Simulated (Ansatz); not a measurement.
# AlSi2Cl: the cost of one run

Method: DFT PBE, scalar-relativistic, plane waves, PAW, in Ansatz 0.2.0.

### Step 1. The system as given

It takes space group P6/mmm (No. 191, hexagonal). The conventional cell has a = 3.803 Å, b = 3.803 Å, c = 3.943 Å, α = 90.00°, β = 90.00°, γ = 120.00°. Around Al (site symmetry 6/mmm) lie 2 Cl at 1.97 Å and 6 Si at 2.20 Å. Around Si (site symmetry -6m2) lie 3 Al at 2.20 Å and 3 Si at 2.20 Å. Cl (site symmetry 6/mmm) is surrounded by 2 Al at 1.97 Å.

As a file:

```cif
data_structure
_symmetry_space_group_name_H-M 'P6/mmm'
_symmetry_Int_Tables_number 191
_cell_length_a 3.8030
_cell_length_b 3.8030
_cell_length_c 3.9427
_cell_angle_alpha 90.000
_cell_angle_beta 90.000
_cell_angle_gamma 120.000
_cell_volume 49.38
loop_
_atom_site_label
_atom_site_type_symbol
_atom_site_symmetry_multiplicity
_atom_site_Wyckoff_symbol
_atom_site_fract_x
_atom_site_fract_y
_atom_site_fract_z
_atom_site_occupancy
Al1 Al 1 b 0.00000 0.00000 0.50000 1
Si1 Si 2 d 0.33333 0.66667 0.50000 1
Cl1 Cl 1 a 0.00000 0.00000 0.00000 1
```

A structure generator made this guess: random cell by space group and Wyckoff sites (P6/mmm, No. 191). Lengths come from tabulated atomic sizes and are only a guess.

### Step 2. The guess as it stands, on a coarse mesh

Input file input.yaml:

```yaml
crystal:
  lattice:
    - [3.80298546, 0.0, 0.0]
    - [-1.90149273, 3.29348202, 0.0]
    - [0.0, 0.0, 3.94265342]
  atoms:
    - { symbol: Al, position: [0.0, 0.0, 0.5] }
    - { symbol: Si, position: [0.33333333, 0.66666667, 0.5] }
    - { symbol: Si, position: [0.66666667, 0.33333333, 0.5] }
    - { symbol: Cl, position: [0.0, 0.0, 0.0] }
basis:
  ecutwfc: 420
kpoints:
  mp_grid: { grid: [6, 6, 4] }
hamiltonian:
  xc: pbe
scf:
  occupations: { method: gaussian, width: 0.1 }
  lower_state_search: "off"
output:
  forces: true
  stress: true
  eigenvalues: true
```

Command:

```console
> ansatz run input.yaml --threads 1 --pin off --max-ram 2048MiB --backend cpu --events-out ev --progress --plain --runs-dir out
```

Q: Estimate wall time and peak memory on 1 thread of Arm Neoverse V2, shared host.

About 1.2 s, with a peak of 0.28 GiB.
